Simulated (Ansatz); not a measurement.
# C3FGeN3: the cost of one run

The runs use Ansatz 0.2.0, Gaussian basis; the settings change from run to run.

## 1. The molecule

An earlier PBE0-D4 in a triple-zeta def2 set relaxation fixed the geometry.

8 atoms, charge 0, spin multiplicity 1.

Atoms are counted from 1 here; the program's logs count them from 0.

Bond lengths: N1–C2 1.150 Å, C2–Ge3 1.895 Å, Ge3–F4 1.705 Å, Ge3–C5 1.895 Å, Ge3–C7 1.895 Å, C5–N6 1.150 Å, C7–N8 1.150 Å. Angles: N1–C2–Ge3 179.3°, C2–Ge3–F4 108.3°, C2–Ge3–C5 110.6°, C2–Ge3–C7 110.6°, F4–Ge3–C5 108.3°, F4–Ge3–C7 108.3°, C5–Ge3–C7 110.6°, Ge3–C5–N6 179.3°, Ge3–C7–N8 179.3°.

## 2. r2SCAN50/def2-TZVPD

Options: density fitting with cc-pVTZ-jkfit, a point charge of 1.00 e beside it, the search for lower states set to off.

The input, in.yaml:

```yaml
crystal:
  periodic: [false, false, false]
  atoms:
    - {symbol: N, position_ang: [2.550112, 0.182976, 1.478775]}
    - {symbol: C, position_ang: [1.640256, 0.127359, 0.777561]}
    - {symbol: Ge, position_ang: [0.127454, 0.032800, -0.360035]}
    - {symbol: F, position_ang: [0.656267, 0.214940, -1.970839]}
    - {symbol: C, position_ang: [-1.088538, 1.433295, 0.029366]}
    - {symbol: N, position_ang: [-1.827967, 2.278217, 0.278337]}
    - {symbol: C, position_ang: [-0.723342, -1.653055, -0.199737]}
    - {symbol: N, position_ang: [-1.242043, -2.673532, -0.089228]}
basis:
  gaussian: {orbitals: def2-TZVPD, fitting: {mean_field: cc-pVTZ-jkfit}, point_charges: [{charge: 1.00, position_ang: [6.613, 0.354, 0.203]}]}
hamiltonian: {xc: {name: r2SCAN50}}
scf: {lower_state_search: off}
```

Command:

```bash
$ ansatz run in.yaml --threads 4 --pin off --events-out ev --progress --plain --max-ram 11315MiB
```

What time and memory should one allow on 4 threads of Arm Neoverse V1, shared host?

About 6.5 s, with a peak of 0.61 GiB.
